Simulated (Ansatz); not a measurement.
# FH₆HfN₃: small, medium and large basis sets

How large a basis does FH₆HfN₃ need? Two functionals are run in growing sets.

Program: Ansatz 0.2.0, Gaussian basis. Level of theory: one geometry, several basis sets. These are calculated values, not measurements.

Levels to be run: PBE0-D4/def2-SVP; ωB97M-V/def2-SVP; PBE0-D4/def2-QZVPP; ωB97M-V/def2-QZVPP; the functionals' def2-TZVPP values are taken from earlier runs.

### Step 1. The geometry

An earlier PBE0-D4 in a triple-zeta def2 set relaxation fixed the geometry. Hf takes the def2 core potential; no spin-orbit term is included.

SMILES `[NH2][Hf]([NH2])([NH2])[F]`, 11 atoms, charge 0, spin multiplicity 1.

Atoms are counted from 1 here; the program's logs count them from 0.

Bond lengths: N1–Hf2 2.037 Å, N1–H6 1.010 Å, N1–H7 1.011 Å, Hf2–N3 2.037 Å, Hf2–N4 2.037 Å, Hf2–F5 1.930 Å, N3–H8 1.010 Å, N3–H9 1.011 Å, N4–H10 1.011 Å, N4–H11 1.010 Å. Angles: Hf2–N1–H6 125.4°, Hf2–N1–H7 125.6°, H6–N1–H7 108.7°, N1–Hf2–N3 107.4°, N1–Hf2–N4 107.4°, N1–Hf2–F5 111.5°, N3–Hf2–N4 107.3°, N3–Hf2–F5 111.5°, N4–Hf2–F5 111.5°, Hf2–N3–H8 125.4°, Hf2–N3–H9 125.6°, H8–N3–H9 108.7°, Hf2–N4–H10 125.6°, Hf2–N4–H11 125.4°, H10–N4–H11 108.7°.

### Step 2. PBE0-D4 in def2-SVP

in.yaml

```yaml
crystal:
  periodic: [false, false, false]
  atoms:
    - {symbol: N, position_ang: [-1.653975, 0.914240, -0.255556]}
    - {symbol: Hf, position_ang: [0.294963, 0.437315, 0.097373]}
    - {symbol: N, position_ang: [0.328974, -0.853139, 1.673440]}
    - {symbol: N, position_ang: [0.977287, -0.576552, -1.532647]}
    - {symbol: F, position_ang: [1.356442, 2.010727, 0.447671]}
    - {symbol: H, position_ang: [-2.452384, 0.463169, 0.166961]}
    - {symbol: H, position_ang: [-1.978045, 1.698624, -0.804575]}
    - {symbol: H, position_ang: [0.495425, -1.847111, 1.612060]}
    - {symbol: H, position_ang: [0.277789, -0.592904, 2.648806]}
    - {symbol: H, position_ang: [1.948495, -0.737522, -1.761843]}
    - {symbol: H, position_ang: [0.405018, -0.916839, -2.291700]}
basis:
  gaussian: {orbitals: def2-SVP}
hamiltonian: {xc: pbe0, dispersion: d4}
output: {orbitals: {seedname: orbitals}}
```

The run is started by

```
$ ansatz run in.yaml --threads 4 --pin off --events-out ev --progress --plain --max-ram 10444MiB
```

After this run come: ωB97M-V in def2-SVP; PBE0-D4 in def2-QZVPP; ωB97M-V in def2-QZVPP.

**Question.** What will the summary of the whole plan be? Wanted: PBE0-D4: double and triple zeta above quadruple; ωB97M-V: double and triple zeta above quadruple.

**Answer**, as computed:

```
                                       quantity           value
PBE0-D4: double and triple zeta above quadruple   9.80, 0.45 eV
ωB97M-V: double and triple zeta above quadruple  10.08, 0.43 eV
```

In words: PBE0-D4 gains 9.34 eV from double to triple zeta, then 0.45 eV more. These are total energies; as a rule much of such shifts cancels in differences, which this series doesn't test. The LUMO of ωB97M-V is positive and keeps falling with the basis (1.38 to 0.54 eV): an unbound level that the basis holds in place.
